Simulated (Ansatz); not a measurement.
Consider the interaction energy of a dimer with the counterpoise correction of CH₄SSi, SMILES [SiH3]C=S (Ansatz 0.2.0 through its Python package).

`dimer.py`
```python
"""Interaction energy of two CH4SSi molecules, with the counterpoise correction."""

import logging
import sys

import ansatz as az

logging.basicConfig(stream=sys.stdout, format="%(levelname)s:%(name)s:%(message)s")
logger = logging.getLogger("ansatz_job")
logger.setLevel(logging.INFO)

FIRST = [
    ("Si", (-0.6296, 0.2332, -0.2258)),
    ("C", (1.0109, -0.3278, 0.2604)),
    ("S", (1.1277, -1.4078, 1.5041)),
    ("H", (-1.4826, -0.8197, -0.7018)),
    ("H", (-0.5542, 1.2238, -1.3906)),
    ("H", (-1.363, 1.022, 0.8627)),
    ("H", (1.8911, 0.0761, -0.3092)),
]
SECOND = [
    ("Si", (-2.047, 1.8093, 3.333)),
    ("C", (-3.5102, 0.7724, 3.1708)),
    ("S", (-4.8759, 1.4471, 2.5332)),
    ("H", (-1.5455, 2.3006, 2.08)),
    ("H", (-0.8772, 1.027, 3.9357)),
    ("H", (-2.2232, 2.9835, 4.3)),
    ("H", (-3.4319, -0.2974, 3.5049)),
]

def energy(atoms, ghosts=()):
    molecule = az.Crystal.molecule()
    for symbol, xyz in atoms:
        molecule = molecule.atom(symbol, xyz)
    calc = (
        molecule.calculation()
        .basis(gaussian="def2-SVPD")
        .functional("HF")
    )
    deck = calc.input()
    if ghosts:
        deck = deck.set(az.key.basis.gaussian.ghost_atoms, [{"symbol": s, "position_ang": list(xyz)} for s, xyz in ghosts])
    return az.Session.from_dict(deck).plan().execute().report["free_energy_ev"]

# monomers in their own basis and in the basis of the dimer
both = energy(FIRST + SECOND)
alone = energy(FIRST) + energy(SECOND)
ghosted = energy(FIRST, SECOND) + energy(SECOND, FIRST)
logger.info(f"dimer {both:.6f} eV")
logger.info(f"interaction, uncorrected   {(both - alone):8.3f} eV")
logger.info(f"interaction, counterpoise  {(both - ghosted):8.3f} eV")
logger.info(f"basis-set superposition    {(alone - ghosted):8.3f} eV")
```

How large is the interaction at this pose, and how much of it is basis-set superposition?

Uncorrected it is 0.271 eV, with the counterpoise correction 0.302 eV; the difference, 0.03 eV, is the superposition error. In this basis both values are repulsive.

The output:

```console
$ python dimer.py
INFO:ansatz_job:dimer -39530.741700 eV
INFO:ansatz_job:interaction, uncorrected      0.271 eV
INFO:ansatz_job:interaction, counterpoise     0.302 eV
INFO:ansatz_job:basis-set superposition       0.031 eV
```

Total energies depend on the basis set; only differences at equal settings carry meaning. The dimer is a generated trial pose of unrelaxed monomers, not a minimum, so the figure is no binding energy, and the basis set is small. Hartree-Fock leaves correlation out, so bond, atomisation and ionisation energies come out well too low. This level lacks the dispersion part of the attraction (electrostatics and induction are there), which can decide the sign where the interaction is weak. Finished in 35 s on 1 thread of Arm Neoverse V1 (shared host), peak memory 0.77 GiB.

(Lines on the test bed's own set-up are left out of the output.)
